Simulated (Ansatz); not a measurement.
# FH6W: the cost of one run

Method: UKS PBE-D4/def2-SVP, in Ansatz 0.2.0.

### 1 The structure to begin with

Bond lengths: W1–H2 1.970 Å, W1–H3 1.720 Å, W1–H4 1.720 Å, W1–H5 1.720 Å, W1–H6 1.720 Å, W1–H7 1.720 Å. Angles (14 of 15 angles, heavy atoms first): H2–W1–H3 90.0°, H2–W1–H4 90.0°, H2–W1–H5 90.0°, H2–W1–H6 90.0°, H2–W1–H7 180.0°, H3–W1–H4 90.0°, H3–W1–H5 180.0°, H3–W1–H6 90.0°, H3–W1–H7 90.0°, H4–W1–H5 90.0°, H4–W1–H6 180.0°, H4–W1–H7 90.0°, H5–W1–H6 90.0°, H5–W1–H7 90.0°.

Coordinates:

```xyz
8

W     0.0000    0.0000    0.0000
H     0.0000    0.0000    1.9700
H     1.7200    0.0000    0.0000
H     0.0000    1.7200    0.0000
H    -1.7200    0.0000    0.0000
H     0.0000   -1.7200    0.0000
H     0.0000    0.0000   -1.7200
F     0.0000    0.0000    3.1900
```

### 2 Pulling towards end A

Springs on the bonds that form and break draw the guess towards this end; the thresholds are loose.

input.yaml

```yaml
crystal:
  periodic: [false, false, false]
  atoms:
    - { symbol: W, position_ang: [0.0, 0.0, 0.0] }
    - { symbol: H, position_ang: [0.0, 0.0, 1.97] }
    - { symbol: H, position_ang: [1.72, 0.0, 0.0] }
    - { symbol: H, position_ang: [0.0, 1.72, 0.0] }
    - { symbol: H, position_ang: [-1.72, 0.0, 0.0] }
    - { symbol: H, position_ang: [0.0, -1.72, 0.0] }
    - { symbol: H, position_ang: [0.0, 0.0, -1.72] }
    - { symbol: F, position_ang: [0.0, 0.0, 3.19] }
magnetization:
  spin_polarized: true
  initial_magnetization: 1
basis:
  gaussian: { orbitals: def2-SVP }
hamiltonian:
  xc: pbe
  dispersion: d4
relax:
  f_tol: 0.15
  max_steps: 25
  restrain:
    - { distance: [1, 7], at: 2.12, k: 30.0 }
    - { distance: [0, 1], at: 1.72, k: 30.0 }
```

Run with:

```bash
ansatz run input.yaml --threads 2 --pin off --max-ram 3072MiB --backend cpu --events-out ev --progress --plain --runs-dir out
```

Q: Estimate wall time and peak memory on 2 threads of Arm Neoverse V1, shared host.

About 2.4 min, with a peak of 0.2 GiB.
